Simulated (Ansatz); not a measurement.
# Ti2O3: from the listed structure to its properties

The task, for Ti2O3: relax cell and atoms and compute bands, density of states and charges.

Program: Ansatz 0.2.0. Level of theory: DFT r2SCAN, scalar-relativistic, plane waves, PAW. These are calculated values, not measurements.

### 1 The system as given

Symmetry: Pnma, No. 62, orthorhombic system. The conventional cell has a = 7.829 Å, b = 2.838 Å, c = 8.145 Å, α = 90.00°, β = 90.00°, γ = 90.00°. Around Ti (site symmetry m) lie 7 O at 2.05 to 2.14 Å. Around Ti (site symmetry m) lie 7 O at 1.99 to 2.17 Å. O (site symmetry m) has 5 Ti at 2.12 to 2.17 Å in its first shell of neighbours. O (site symmetry m) is surrounded by 5 Ti at 2.06 to 2.14 Å. Around O (site symmetry m) lie 4 Ti at 1.99 to 2.12 Å.

Structure file:

```cif
data_structure
_symmetry_space_group_name_H-M 'Pnma'
_symmetry_Int_Tables_number 62
_cell_length_a 7.8289
_cell_length_b 2.8380
_cell_length_c 8.1451
_cell_angle_alpha 90.000
_cell_angle_beta 90.000
_cell_angle_gamma 90.000
_cell_volume 180.97
loop_
_atom_site_label
_atom_site_type_symbol
_atom_site_symmetry_multiplicity
_atom_site_Wyckoff_symbol
_atom_site_fract_x
_atom_site_fract_y
_atom_site_fract_z
_atom_site_occupancy
Ti1 Ti 4 c 0.03069 0.25000 0.68407 1
Ti2 Ti 4 c 0.19645 0.25000 0.01908 1
O1 O 4 c 0.94219 0.25000 0.12452 1
O2 O 4 c 0.12118 0.25000 0.44717 1
O3 O 4 c 0.79305 0.25000 0.80953 1
```

Source of the structure: the Materials Project (structure only).

(A quick probe on a coarse mesh, which set the mesh and smearing, is not shown.)

### 3 Relaxing cell and atoms

input.yaml

```yaml
crystal:
  lattice:
    - [7.82893291, 0.0, 0.0]
    - [0.0, 2.83804573, 0.0]
    - [0.0, 0.0, 8.14506917]
  atoms:
    - { symbol: Ti, position: [0.0306915, 0.25, 0.68406652] }
    - { symbol: Ti, position: [0.5306915, 0.25, 0.81593348] }
    - { symbol: Ti, position: [0.9693085, 0.75, 0.31593348] }
    - { symbol: Ti, position: [0.4693085, 0.75, 0.18406652] }
    - { symbol: Ti, position: [0.19644656, 0.25, 0.01908387] }
    - { symbol: Ti, position: [0.69644656, 0.25, 0.48091613] }
    - { symbol: Ti, position: [0.80355344, 0.75, 0.98091613] }
    - { symbol: Ti, position: [0.30355344, 0.75, 0.51908387] }
    - { symbol: O, position: [0.94218755, 0.25, 0.12451593] }
    - { symbol: O, position: [0.44218755, 0.25, 0.37548407] }
    - { symbol: O, position: [0.05781245, 0.75, 0.87548407] }
    - { symbol: O, position: [0.55781245, 0.75, 0.62451593] }
    - { symbol: O, position: [0.12118169, 0.25, 0.44716632] }
    - { symbol: O, position: [0.62118169, 0.25, 0.05283368] }
    - { symbol: O, position: [0.87881831, 0.75, 0.55283368] }
    - { symbol: O, position: [0.37881831, 0.75, 0.94716632] }
    - { symbol: O, position: [0.7930509, 0.25, 0.80952809] }
    - { symbol: O, position: [0.2930509, 0.25, 0.69047191] }
    - { symbol: O, position: [0.2069491, 0.75, 0.19047191] }
    - { symbol: O, position: [0.7069491, 0.75, 0.30952809] }
basis:
  ecutwfc: 500
kpoints:
  mp_grid: { grid: [6, 12, 6] }
hamiltonian:
  xc: r2scan
scf:
  occupations: { method: gaussian, width: 0.02 }
output:
  forces: true
  stress: true
  eigenvalues: true
  write_density: true
  write_potential: true
  elf: true
  volumetric_format: npy
relax:
  adjacent_minimum: "off"
  f_tol: 0.005
  max_steps: 80
  cell: { stress_tol: 0.05 }
```

Command:

```
$ ansatz run input.yaml --threads 4 --pin off --max-ram 10240MiB --backend cpu --events-out ev --progress --plain --runs-dir out
```

The session goes on with these runs: electronic structure at the relaxed geometry.

What does the calculation give? Wanted: relaxed cell; volume; formation energy; gap.

As calculated:

| quantity | value |
| --- | --- |
| relaxed cell | a = 7.814 Å, b = 2.831 Å, c = 8.134 Å, α = 90.00°, β = 90.00°, γ = 90.00° |
| space group (0.01 Å) | Pnma (No. 62) |
| volume | 9.00 Å³/atom |
| formation energy (elements from runs with the same settings, not shown) | -3.17 eV/atom |
| gap | 0.29 eV, indirect on the path |

What this shows: Relaxation lowered the volume by 0.6 %. It has a gap of 0.29 eV, with the valence top between Y and Γ and the conduction bottom between Y and Γ on the path. Of the projected weight, the top eV of the valence band is Ti 3d (88 %), and the lowest eV of the conduction band Ti 3d (88 %).

The gaps are Kohn-Sham values of a semilocal functional, not quasiparticle or optical gaps. Such gaps usually fall short of the measured ones.
